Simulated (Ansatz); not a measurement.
**AlInSb2: a tetragonal deformation path**

An exercise on one series of results from a longer session: the logs are not shown, and one member is left open.

Method: DFT r2SCAN, scalar-relativistic, plane waves, PAW, in Ansatz 0.2.0.

## Starting point

Symmetry: P-4m2, No. 115, tetragonal system. Conventional cell: a = 4.506 Å, b = 4.506 Å, c = 6.349 Å, α = 90.00°, β = 90.00°, γ = 90.00°. Al (site symmetry -4m2) is surrounded by 4 Sb at 2.70 Å. In (site symmetry -4m2) is surrounded by 4 Sb at 2.82 Å. Around Sb (site symmetry 2mm) lie 2 Al at 2.70 Å and 2 In at 2.82 Å.

Coordinates:

```
CELL_PARAMETERS angstrom
4.50617 0.00000 0.00000
0.00000 4.50617 0.00000
0.00000 0.00000 6.34882
ATOMIC_POSITIONS crystal
Al 0.00000 0.00000 0.00000
In 0.50000 0.50000 0.50000
Sb 0.00000 0.50000 0.23337
Sb 0.50000 0.00000 0.76663
```

It goes back to an entry of the Materials Project, which need not be the stable form.

No relaxation comes first: the listed cell is the starting point.

## Zero of energy

The reference gives a free energy of -19151.4796 eV, pressure -0.10 GPa, largest force 0.020 eV/Å and gap on the mesh 0.94 eV. It was computed beforehand with the settings of the runs below.

Set-up of the first run:

At fixed volume and fractional coordinates, lengths along (0.000, 0.000, 1.000) are scaled against those across it; ρ is that ratio over its starting value.

input.yaml reads:

```yaml
crystal:
  lattice:
    - [4.7570111222, 0.0, 0.0]
    - [0.0, 4.7570111222, 0.0]
    - [0.0, 0.0, 5.6969075175]
  atoms:
    - { symbol: Al, position: [0.0, 0.0, 0.0] }
    - { symbol: In, position: [0.5, 0.5, 0.5] }
    - { symbol: Sb, position: [0.0, 0.5, 0.23336537] }
    - { symbol: Sb, position: [0.5, 0.0, 0.76663463] }
basis:
  ecutwfc: 500
kpoints:
  mp_grid: { grid: [8, 8, 6] }
hamiltonian:
  xc: r2scan
scf:
  occupations: { method: gaussian, width: 0.05 }
output:
  forces: true
  stress: true
  eigenvalues: true
```

Run with:

```sh
$ ansatz run input.yaml --threads 1 --pin off --max-ram 2560MiB --backend cpu --events-out ev --progress --plain --runs-dir out
```

Among the steps run: At ρ = 0.850; At ρ = 1.200; At ρ = 0.920; Point ρ = 1.100; ρ = 0.960; ρ = 1.050; Point ρ = 0.800.

One table of the session follows, with a row left open; its other results are not shown here.

Collected from the runs (energy zero: the undisturbed cell):

```
    ρ  ΔE (meV/atom)  pressure (GPa)  gap on the mesh (eV)
0.800           96.7            -1.0                  0.14
0.850           56.5            -0.6                  0.50
0.920           17.5            -0.2                  0.85
0.960            5.0            -0.1                  0.97
1.000            0.0            -0.1                  0.94
1.050            4.8            -0.1                  0.83
1.100              ?               ?                     ?
1.200           95.1            -0.4                  0.03
```

Q: Estimate the row for ρ = 1.100 from the others.

Worked estimate for «ΔE (meV/atom)». A straight line through the neighbours (1.050, 4.8) and (1.200, 95.1) gives 4.8 + (95.1 − 4.8) × (1.100 − 1.050) / (1.200 − 1.050) = 34.9; a parabola fitted to 3 rows on both sides gives 22.3.

As computed: ΔE (meV/atom): 22.3; pressure (GPa): -0.2; gap on the mesh (eV): 0.60. In «ΔE (meV/atom)» the line misses by +12.6 and the parabola by 0.0.
